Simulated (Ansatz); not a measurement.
**AlGaH+ (singlet): wave-function methods side by side, 6-31G**

One table from this session's results is given with a row withheld; the runs are named, their logs left out.

Program: Ansatz 0.2.0, Gaussian basis. Level of theory: 6-31G, core rule «outside noble gas», up to 19 orbitals frozen. These are calculated values, not measurements.

Plan: UHF; CCSD(T) on RHF; BCCD(T) on RHF; CISD; CCSDT(Q) on RHF; CISDTQ; CCSDTQ on RHF; CASSCF and MRCISD+Q, 6 electrons in 9 orbitals; CASSCF and NEVPT2, 6 electrons in 9 orbitals; Full CI.

17 further runs of the same task are left out: 9 that didn't finish, 8 set aside as unsound or not needed.

## The geometry

The geometry is a PBE0/def2-TZVP stationary point (not a proven minimum) of the parent state, kept for this charge and spin. No spin-orbit coupling is included. The filled d shell of Ga may be among the frozen orbitals whatever the setting's name suggests; the logs give the count.

3 atoms, charge 1, spin multiplicity 1.

Atoms are counted from 1 here; the program's logs count them from 0.

Bond lengths: Al1–Ga2 2.671 Å, Al1–H3 1.622 Å. Angles: Ga2–Al1–H3 180.0°.

Set-up of the first run:

The input, in.yaml:

```yaml
crystal:
  periodic: [false, false, false]
  atoms:
    - {symbol: Al, position_ang: [0.000000, 0.000000, 0.349567]}
    - {symbol: Ga, position_ang: [0.000000, 0.000000, -2.320933]}
    - {symbol: H, position_ang: [0.000000, 0.000000, 1.971367]}
basis:
  gaussian: {orbitals: 6-31G}
total_charge: 1
magnetization: {spin_polarized: true, initial_magnetization: 0}
hamiltonian: {xc: hf}
output: {orbitals: {seedname: orbitals}}
```

Command:

```bash
> ansatz run in.yaml --threads 1 --pin off --events-out ev --progress --plain --max-ram 2393MiB
```

Steps of the session up to this table: UHF; CCSD(T) on RHF; BCCD(T) on RHF; CISD; CCSDT(Q) on RHF; CISDTQ; CCSDTQ on RHF; CASSCF and MRCISD+Q, 6 electrons in 9 orbitals; CASSCF and NEVPT2, 6 electrons in 9 orbitals; Full CI.

One table of the session follows, with a row left open; its other results are not shown here.

It belongs to the step «Misses and costs». 

| method | from FCI (kJ/mol) |
| --- | --- |
| RHF | +207.1 |
| RMP2 | +73.6 |
| CISD | +14.3 |
| RCCSD | +3.8 |
| RCCSD(T) | +1.4 |
| BCCD(T) | ? |
| RCCSDT | +0.3 |
| CISDTQ | +0.3 |
| RCCSDT(Q) | +0.1 |
| RCCSDTQ | 0.0 |
| CASSCF valence | +27.1 |
| NEVPT2 valence | +7.6 |
| MRCISD valence | +0.5 |
| MRCISD+Q valence | +0.3 |
| FCI | 0 |

Estimate the missing values for BCCD(T).

The run gave: from FCI (kJ/mol): +1.3. In the column «from FCI (kJ/mol)» it lies between MRCISD valence (+0.5) and RCCSD(T) (+1.4).
